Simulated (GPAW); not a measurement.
# Cd2S (P3m1) in GPAW: reference runs, part 2 of 2

GPAW 26.7.0. The steps go on from the part before.

## (4) Equation of state, PBE

The input, run.py:

```python
from ase import Atoms
from ase.eos import EquationOfState
from ase.io import Trajectory
from ase.units import GPa
from gpaw import GPAW, PW

atoms = Atoms(['Cd', 'Cd', 'S'],
              cell=[[3.962670049, 0.0, 0.0],
                    [-1.9813350245, 3.4317729293, 0.0],
                    [0.0, 0.0, 5.809192]],
              scaled_positions=[[0.3333333333, 0.6666666667, 0.932717],
                                [0.6666666667, 0.3333333333, 0.578735],
                                [0.3333333333, 0.6666666667, 0.365705]],
              pbc=True)

traj = Trajectory('eos.traj', 'w')
volumes, energies = [], []
for x in [0.94, 0.96, 0.98, 1.0, 1.02, 1.04, 1.06]:
    a = atoms.copy()
    a.set_cell(atoms.cell * x**(1 / 3), scale_atoms=True)
    calc = GPAW(mode=PW(600),
                xc='PBE',
                kpts={'size': (8, 8, 5), 'gamma': True},
                occupations={'name': 'fermi-dirac', 'width': 0.05},
                nbands=26,
                convergence={'density': 1e-05, 'energy': 1e-05},
                maxiter=150,
                txt=f'eos-{x:.2f}.txt')
    a.calc = calc
    energies.append(a.get_potential_energy(force_consistent=True))
    volumes.append(a.get_volume())
    p = -a.get_stress()[:3].mean() / GPa
    calc.write(f'eos-{x:.2f}.gpw')
    traj.write(a)
    print(f'{x:.2f} {volumes[-1]:10.4f} A^3 {energies[-1]:14.6f} eV {p:9.3f} GPa', flush=True)

v0, e0, B = EquationOfState(volumes, energies, eos='birchmurnaghan').fit()
print(f'V0 = {v0:.4f} A^3, E0 = {e0:.6f} eV, B0 = {B / GPa:.2f} GPa')
```

Potentials or basis: GPAW PAW data sets (gpaw-data 1.2.1), pw.

Launch:

```bash
> OMP_NUM_THREADS=1 python run.py
```

What it wrote:

```text
__  _  _
 | _ |_)|_||  |
 |__||  | ||/\| - 26.7.0

Input parameters:
  mode=PW(ecut=600.0),
  convergence={'density': 1e-05, 'energy': 1e-05},
  kpts=MonkhorstPack(size=(8, 8, 5), gamma=True),
  maxiter=150,
  nbands=26,
  occupations=Occupations(name='fermi-dirac', width=0.05),
  xc=XC(name='PBE')

Diagonalizing LCAO Hamiltonian
Converting LCAO to pw mode

        Cd

            Cd
        S

Atoms  # Å, Bohr magnetons
|   | symbol |         x |        y |        z |    initial magnetic moments |
|---|--------|-----------|----------|----------|-----------------------------|
| 0 |     Cd | -0.000000 | 2.241145 | 5.307723 | ( 0.0000,  0.0000,  0.0000) |
| 1 |     Cd |  1.940888 | 1.120572 | 3.293352 | ( 0.0000,  0.0000,  0.0000) |
| 2 |      S | -0.000000 | 2.241145 | 2.081082 | ( 0.0000,  0.0000,  0.0000) |

Unit cell  # Å
| periodic |         x |        y |        z |  lengths |     angles |
|----------|-----------|----------|----------|----------|------------|
|      yes |  3.881777 | 0.000000 | 0.000000 | 3.881777 |  90.000000 |
|      yes | -1.940888 | 3.361717 | 0.000000 | 3.881777 |  90.000000 |
|      yes |  0.000000 | 0.000000 | 5.690604 | 5.690604 | 120.000000 |

Number of symmetries: 6
Symmetry operations  # r_c * U_cc + t_c -> r_c
|   | kind |            matrix            |
|---|------|------------------------------|
| 0 |  σ   |  1, 1, 0,  0,-1, 0,  0, 0, 1 |
| 1 |  E   |  1, 0, 0,  0, 1, 0,  0, 0, 1 |
| 2 |  C3  |  0, 1, 0, -1,-1, 0,  0, 0, 1 |
| 3 |  σ   |  0,-1, 0, -1, 0, 0,  0, 0, 1 |
| 4 |  σ   | -1, 0, 0,  1, 1, 0,  0, 0, 1 |
| 5 |  C3  | -1,-1, 0,  1, 0, 0,  0, 0, 1 |

BZ-sampling:
  Number of BZ points: 320
  Number of IBZ points: 40

  Monkhorst-Pack size: [8, 8, 5]
  Monkhorst-Pack shift: [0.0625, 0.0625, 0.0]

K-points  # in reciprocal-cell coordinates
|     |                                coordinates |     weight |
|-----|--------------------------------------------|------------|
|   0 | (  0.00000000,   0.00000000,   0.00000000) | 0.00312500 |
|   1 | (  0.00000000,   0.00000000,   0.20000000) | 0.00625000 |
|   2 | (  0.00000000,   0.00000000,   0.40000000) | 0.00625000 |
|   3 | (  0.12500000,   0.00000000,  -0.40000000) | 0.01875000 |
|   4 | (  0.12500000,   0.00000000,  -0.20000000) | 0.01875000 |
|   5 | (  0.12500000,   0.00000000,   0.00000000) | 0.01875000 |
|   6 | (  0.12500000,   0.00000000,   0.20000000) | 0.01875000 |
|   7 | (  0.12500000,   0.00000000,   0.40000000) | 0.01875000 |
|   8 | (  0.25000000,  -0.12500000,   0.00000000) | 0.01875000 |
|   9 | (  0.25000000,  -0.12500000,   0.20000000) | 0.03750000 |
| ... |                                            |            |
|  39 | (  0.50000000,   0.50000000,   0.40000000) | 0.01875000 |

Plane wave coefficients: 2489
Cutoff: 600.0 eV

Spin-components: 1 (collinear spins)
Bands:           26
Projectors:      17
Spin-degeneracy: 2
Datatype:        complex128

Parallelization:
  kpt:    1
  domain: 1
  band:   1

Density:
  Valence electrons: 30.0
  Components: 1
  Grid points: [24 24 35]
  Charge: 0.0  # |e|

Potential:
  Grid points: [24 24 35]

species:
  Cd:
    name:    Cadmium
    Z:       48.0
    valence: 12
    core:    36
    charge:  0.0  # [|e|]
    compensation charges:
      type: gauss
      rc: 0.38  # [Å]
      lmax: 2
    cutoffs:
      filter: 2.12  # [Å]
      core: 2.62  # [Å]
    projectors
    | kind |    occ | energy [eV] | rcut [Å] |
    |------|--------|-------------|----------|
    |   5s |  2.000 |      -5.655 |    1.191 |
    |   5p |  0.000 |      -1.186 |    1.228 |
    |   4d | 10.000 |     -11.739 |    1.164 |
    |    s |        |      21.556 |    1.191 |
    |    p |        |      26.026 |    1.228 |
    |    d |        |      15.473 |    1.164 |

    Using partial waves for Cd as LCAO basis

  S:
    name:    Sulfur
    Z:       16.0
    valence: 6
    core:    10
    charge:  0.0  # [|e|]
    compensation charges:
      type: gauss
      rc: 0.24  # [Å]
      lmax: 2
    cutoffs:
      filter: 1.77  # [Å]
      core: 1.66  # [Å]
    projectors
    | kind |    occ | energy [eV] | rcut [Å] |
    |------|--------|-------------|----------|
    |   3s |  2.000 |     -17.254 |    0.974 |
    |   3p |  4.000 |      -7.008 |    0.979 |
    |    s |        |       9.957 |    0.974 |
    |    p |        |      20.203 |    0.979 |
    |    d |        |       0.000 |    0.900 |

    Using partial waves for S as LCAO basis

Reference energy: -315203.856570  # eV

eigensolver:
  PPCG
  Converge bands: occupied
  niter=2

density mixing:
  MSR1-Mixer
  Pratt-step length: 0.05
  Maximum mixing coefficient: 0.75
  Old densities: 10
  SVD Regularization: 0.005
  Good broyden scale: 1.0
  Trust region scale: 1.0
  Backstep threshold: 4.0
  History deletion threshold: 6.0
  Fourier metric: weight=20.0, sigma=0.015

occupation numbers:
  Fermi-Dirac:
    width: 0.0500  # eV

poisson solver:
  ecut: 4800.0  # eV

xc functional:
  name: PBE with 2 nearest neighbor stencil

convergence criteria:
- Maximum integral of absolute [dens]ity change: 1e-05 electrons / valence electron
- Maximum [total energy] change in last 3 cyles: 1e-05 eV / valence electron
- Maximum integral of absolute [eigenst]ate change: 4e-08 eV^2 / valence electron
maximum number of iterations: 150

SCF iterations
|iter     | |      energy | eigst |  dens |
|---------|-|-------------|-------|-------|
|iter:   1| |   -7.323905 | -0.39 |       |
|iter:   2| |   -7.136463 | -2.18 | -1.25 |
|iter:   3| |   -6.598454 | -1.65 | -1.29 |
|iter:   4| |   -6.595192 | -3.34 | -1.77 |
|iter:   5| |   -6.594613 | -3.72 | -2.11 |
|iter:   6| |   -6.594386 | -4.70 | -2.91 |
|iter:   7| |   -6.594393c| -5.86 | -3.38 |
|iter:   8| |   -6.594394c| -6.83 | -3.88 |
|iter:   9| |   -6.594394c| -8.16c| -4.43 |
|iter:  10| |   -6.594394c| -8.43c| -4.97 |
|iter:  11| |   -6.594394c| -8.86c| -5.59c|

Converged in 11 steps
Energy contributions relative to reference atoms: (reference = -315203.856570)

Energy contributions:
  Kinetic:          24.212767
  Coulomb:         -20.824748
  Zero:              0.254286
  External:          0.000000
  Xc:              -10.235812
  Entropy:          -0.001776
  Spinorbit:         0.000000
  ----------------------------
  Free energy:      -6.595283
  Extrapolated:     -6.594394

dipole moment: (-1.063998, 0.614279, 11.008609)  # |e|*Ang

Fermi level: 4.823
Eigenvalues  # (at kpt = [0.000, 0.000, 0.000])
| band index |      eig [eV] | occ [0-2] |
|------------|---------------|-----------|
|          0 |        -8.296 |     2.000 |
|        ... |               |           |
|          7 |        -3.337 |     2.000 |
|          8 |        -3.337 |     2.000 |
|          9 |        -2.940 |     2.000 |
|         10 |        -2.940 |     2.000 |
|         11 |         0.065 |     2.000 |
|         12 |         0.839 |     2.000 |
[... 8 lines left out ...]
|         21 |        14.843 |     0.000 |
|         22 |        15.425 |     0.000 |
|        ... |               |           |
|         25 |        16.608 |     0.000 |

Gap: 0.216 eV
Transition (v -> c):
  (s=0, k=27, n=14, [0.38, 0.38, 0.20]) -> (s=0, k=38, n=15, [0.50, 0.50, 0.20])
Direct/indirect transitions are different
Direct gap: 0.599 eV
Transition at: (s=0, k=27, n=14, [0.38, 0.38, 0.20])

Stress tensor  # eV/Ang^3
|         x |         y |         z |
|-----------|-----------|-----------|
| -0.013491 |  0.000000 |  0.000000 |
| -0.000000 | -0.013491 |  0.000000 |
|  0.000000 |  0.000000 | -0.021936 |

# Writing to eos-0.94.gpw (mode='')
```

It took 8.1 min on 1 thread of Intel Xeon at 2.70GHz, shared host; peak memory 0.45 GiB.

Results:

* Equilibrium volume: 26.12 Å³/atom
* Bulk modulus at fixed shape and positions: 43 GPa
* Pressure derivative of the bulk modulus: 4.9

Energy against volume, from the lowest point:
```
volume (Å³/atom)  energy (meV/atom)
          24.753              10.44
          25.280               3.62
          25.806               0.26
          26.333               0.00
          26.860               2.48
          27.386               7.39
          27.913              14.47
```

Caveat: the cell was scaled at fixed shape and fractional positions, which overstates the stiffness of a crystal with free parameters, most of all of layers and chains.

## (5) The runs side by side

| task | cell | gap on the mesh (eV) | pressure (GPa) | largest force (eV/Å) |
| --- | --- | --- | --- | --- |
| single point | as given | 0.24 | -0.4 | 0.07 |
| single point | atoms moved at random, drawn with an rms of 0.05 Å | 0.15 | 0.0 | 0.50 |
| equation of state | as given | - | - | - |

Alike in all rows: level PBE; potentials or basis GPAW PAW data sets (gpaw-data 1.2.1), pw; no spin polarisation; k mesh 8 × 8 × 5; cutoff (eV) 600; smearing fermi-dirac 0.05 eV.

Caveats: an odd mesh through Γ misses points on the zone boundary, where band edges often lie (some runs); the cell was scaled at fixed shape and fractional positions, which overstates the stiffness of a crystal with free parameters, most of all of layers and chains (some runs).

Absolute energies hang on the potentials; compare differences alone.
